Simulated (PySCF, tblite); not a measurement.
# C₅H₁₁BN₂S: geometry, infrared bands and NMR shifts

What infrared bands and NMR shifts should C₅H₁₁BN₂S (`N#C[C@@H]1CC[S@@+]([BH2-]N)C1`) show?

Computed with tblite 0.8.0 and PySCF 2.14.0, with density-fitted response routines of our own, on a single molecule in the gas phase. Atoms count from 0, in the outputs and in this text.

### Step 1. Starting geometry

20 atoms, charge 0, multiplicity 1; geometry from: force field or distance geometry start.

Bonds of the start (Å): N0–C1 1.18, C1–C2 1.46, C2–C3 1.46, C3–C4 1.50, C4–S5 1.75, S5–B6 1.82, B6–N7 1.54, S5–C8 1.78, C8–C2 1.50, C2–H9 1.12, C3–H10 1.11, C3–H11 1.13, C4–H12 1.10, C4–H13 1.12, B6–H14 1.18, B6–H15 1.21, N7–H16 1.04, N7–H17 1.04, C8–H18 1.10, C8–H19 1.10.

### Step 2. Relaxing the molecule with GFN2-xTB

Job settings and geometry (Å):

```
{"job": {"kind": "relax", "xc": "GFN2-xTB", "basis": "xTB"}, "charge": 0, "multiplicity": 1}
N     -2.768100    -0.152100     2.591900
C     -2.376800     0.208000     1.534900
C     -1.857800     0.618200     0.230500
C     -1.685700    -0.481400    -0.713900
C     -0.276900    -0.990900    -0.762500
S      0.500300    -0.101800     0.522800
B      2.266200     0.265100     0.316700
N      3.073400    -0.903300    -0.286800
C     -0.564200     1.327000     0.493900
H     -2.605400     1.359000    -0.154900
H     -2.039700    -0.212900    -1.734800
H     -2.314600    -1.366400    -0.391100
H     -0.211000    -2.071000    -0.557100
H      0.138600    -0.817400    -1.784100
H      2.521300     1.245800    -0.293500
H      2.743900     0.417500     1.418500
H      2.467900    -1.608200    -0.753400
H      3.845600    -0.558100    -0.885300
H     -0.585700     1.784900     1.496700
H     -0.276400     2.048800    -0.291600
```

Started as:

```console
$ OMP_NUM_THREADS=1 python probes_run.py task.json out
```

This one command runs all jobs of the session in turn.

**Question.** This job is followed by: GFN2-xTB harmonic vibrations, gas phase; GIAO PBE0/pcSseg-1 NMR shielding, non-relativistic, gas phase. What will the session give for the following? strongest single infrared mode (GFN2-xTB); zero-point energy (GFN2-xTB); 13C shifts against TMS (PBE0/pcSseg-1); 1H shifts against TMS (PBE0/pcSseg-1); 15N shifts against NH3 (PBE0/pcSseg-1); 33S shifts against CS2 (PBE0/pcSseg-1); 11B shifts against BF3·OEt2 (PBE0/pcSseg-1).

The runs gave:

```
                                   quantity                                                                 value
  strongest single infrared mode (GFN2-xTB)                                                  656 cm⁻¹, 304 km/mol
               zero-point energy (GFN2-xTB)                                                         98.6 kcal/mol
     13C shifts against TMS (PBE0/pcSseg-1)                                     124.1, 40.1, 40.0, 36.6, 32.2 ppm
      1H shifts against TMS (PBE0/pcSseg-1)  5.02, 4.77, 4.73, 4.72, 3.04, 2.95, 2.92, 2.91, 2.33, 2.23, 1.89 ppm
     15N shifts against NH3 (PBE0/pcSseg-1)                                                      300.8, 137.3 ppm
     33S shifts against CS2 (PBE0/pcSseg-1)                                                               -11 ppm
11B shifts against BF3·OEt2 (PBE0/pcSseg-1)                                                              34.0 ppm
```

In words: The optimisation took 242 steps and gained 2.298 eV; among the close pairs (by a distance rule), S5–B6 changed most, from 1.815 to 3.995 Å. The lowest mode is slightly imaginary (2i cm⁻¹), a soft motion within the noise of the Hessian, so the minimum is not strictly shown. The strongest single mode, at 656 cm⁻¹, moves mainly H16 and H17. Unscaled tight-binding wavenumbers are off by several per cent, some by more. Its intensities can rank the bands wrongly. The structure rearranged or came apart on optimisation; the results belong to the end geometry, not to the formula as drawn. Shifts at one fixed geometry are not the observed spectrum, which averages over the motion.
